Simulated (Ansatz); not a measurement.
# Si: the cost of one run

Computed with Ansatz 0.2.0 (DFT LDA, scalar-relativistic, plane waves, PAW, unless a step's input says otherwise).

## (1) The structure to begin with

It takes space group I4/mmm (No. 139, tetragonal). Conventional cell: a = 6.603 Å, b = 6.603 Å, c = 3.817 Å, α = 90.00°, β = 90.00°, γ = 90.00°. Si (site symmetry m2m) is surrounded by 4 Si at 2.33 to 2.36 Å.

Coordinates:

```
CELL_PARAMETERS angstrom
-3.30127 3.30127 1.90836
3.30127 -3.30127 1.90836
3.30127 3.30127 -1.90836
ATOMIC_POSITIONS crystal
Si 0.17884 0.17884 0.35769
Si 0.82116 0.82116 0.64231
Si 0.17884 0.82116 0.00000
Si 0.82116 0.17884 0.00000
```

It goes back to an entry of the Materials Project, which need not be the stable form.

This cell was relaxed beforehand with the same method: volume 20.80 Å³/atom, gap on the mesh 0.20 eV.

## (2) Zero of energy

The reference gives a free energy of -2434.1372 eV, pressure 0.02 GPa, largest force 0.005 eV/Å and gap on the mesh 0.20 eV. It was computed beforehand with the settings of the runs below.

## (3) Setting up a strain scan

The cell is strained by ε times the Voigt pattern (0, 0, 1, 0, 0, 0) (xx, yy, zz, yz, xz, xy; engineering shear), with fractional coordinates fixed (clamped ions). The stress on the pattern is the sum of the stress components weighted by it, tension positive.

## (4) ε = -0.1000

File input.yaml:

```yaml
crystal:
  lattice:
    - [-3.3012718576, 3.3012718576, 1.7175284529]
    - [3.3012718576, -3.3012718576, 1.7175284529]
    - [3.3012718576, 3.3012718576, -1.7175284529]
  atoms:
    - { symbol: Si, position: [0.1788433299, 0.1788433299, 0.3576866598] }
    - { symbol: Si, position: [0.8211566701, 0.8211566701, 0.6423133402] }
    - { symbol: Si, position: [0.1788433299, 0.8211566701, 0.0] }
    - { symbol: Si, position: [0.8211566701, 0.1788433299, 0.0] }
basis:
  ecutwfc: 420
kpoints:
  mp_grid: { grid: [10, 10, 10] }
hamiltonian:
  xc: lda
scf:
  occupations: { method: gaussian, width: 0.03 }
output:
  forces: true
  stress: true
  eigenvalues: true
```

Launch:

```console
$ ansatz run input.yaml --threads 1 --pin off --max-ram 2560MiB --backend cpu --events-out ev --progress --plain --runs-dir out
```

**Question.** How long does this run take on 1 thread of AMD EPYC (Zen 3), shared host, and how much memory does it need?

About 15 s, with a peak of 0.38 GiB.
